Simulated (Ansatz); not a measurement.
AlV, space group Cmmm, a single point from a YAML input

Program: Ansatz 0.2.0, Python API.

Contents of `input.yaml`:
```yaml
crystal:
  lattice:
    - [1.768172, -1.956117, 0.0]
    - [1.768172, 1.956117, 0.0]
    - [0.0, 0.0, 4.054407]
  atoms:
    - { symbol: Al, position: [0.0, 0.0, 0.0] }
    - { symbol: V, position: [0.5, 0.5, 0.5], spin: 2.0 }
magnetization:
  spin_polarized: true
kpoints:
  mp_grid: { kspacing: 0.3 }
hamiltonian:
  xc: r2scan
scf:
  occupations: { method: gaussian, width: 0.05 }
output:
  forces: true
  stress: true
```

`alv_yaml_run.py`:
```python
"""Run a YAML input for AlV from Python."""

import warnings

import ansatz as az
import numpy as np
import pandas as pd

warnings.simplefilter("ignore", az.DeckWarning)

res = az.Session.from_deck("input.yaml").plan().execute()
report = res.report

print("%-22s %14.5f eV" % ("F = E - TS", report["free_energy_ev"]))
print("%-22s %14.5f eV" % ("E", report["internal_energy_ev"]))
print("%-22s %14.5f eV" % ("Harris-Foulkes", report["harris_foulkes_ev"]))
print("%-22s %14.5f eV" % ("Fermi level", report["fermi_energy_ev"]))

# forces, one row an atom
table = pd.DataFrame(report["forces_ev_ang"], columns=["fx", "fy", "fz"])
table.insert(0, "atom", [site["symbol"] for site in report["lattice"]["sites"]])
print(table.round(4).to_string())

# pressure is a third of the trace
sigma = report["stress_gpa"]
voigt = [sigma[0][0], sigma[1][1], sigma[2][2], sigma[1][2], sigma[0][2], sigma[0][1]]
print("stress xx yy zz yz xz xy (GPa, compression positive):", " ".join(f"{s:.3f}" for s in voigt))
print("P =", round(10 * float(np.mean(voigt[:3])), 2), "kbar")

print(f"net moment {report['magnetization_mub']:.3f} muB, absolute {report['absolute_magnetization_mub']:.3f} muB")
for index, (site, m) in enumerate(zip(res.lattice.sites, report["site_moments_mub"])):
    print(f"  {index:2d} {site.symbol:2s} {m:7.3f}")

print("doubts on the final state:", report["published_state_doubts"] or "none")
print("warnings:", sorted({n["data"]["kind"] for n in res.notices if n["data"].get("severity") in ("warning", "doubt")}) or "none")
```

Output of `python alv_yaml_run.py`:
```text
F = E - TS                -3458.01756 eV
E                         -3458.01554 eV
Harris-Foulkes            -3458.01756 eV
Fermi level                  12.72016 eV
  atom   fx   fy   fz
0   Al  0.0  0.0  0.0
1    V  0.0 -0.0  0.0
stress xx yy zz yz xz xy (GPa, compression positive): 0.984 0.203 -0.520 0.000 -0.000 -0.000
P = 2.22 kbar
net moment 0.271 muB, absolute 0.299 muB
   0 Al  -0.009
   1 V    0.234
doubts on the final state: ['stability_check_not_made']
warnings: ['stability_check_not_made']
```

What to keep in mind:
- Absolute energies stand on the zero of these potentials, so only differences at equal settings mean something. A total without «per atom» is that of the cell as typed.
- Only differences from the Fermi energy are physical; the zero of the scale is a convention.
- This cell is a computed structure, which may not be the phase found in nature.
- Wall time of the script: 16 s on 1 thread of Arm Neoverse V2, on a shared host, peak memory 0.51 GiB.

(Lines on the test bed's own set-up are left out of the output.)
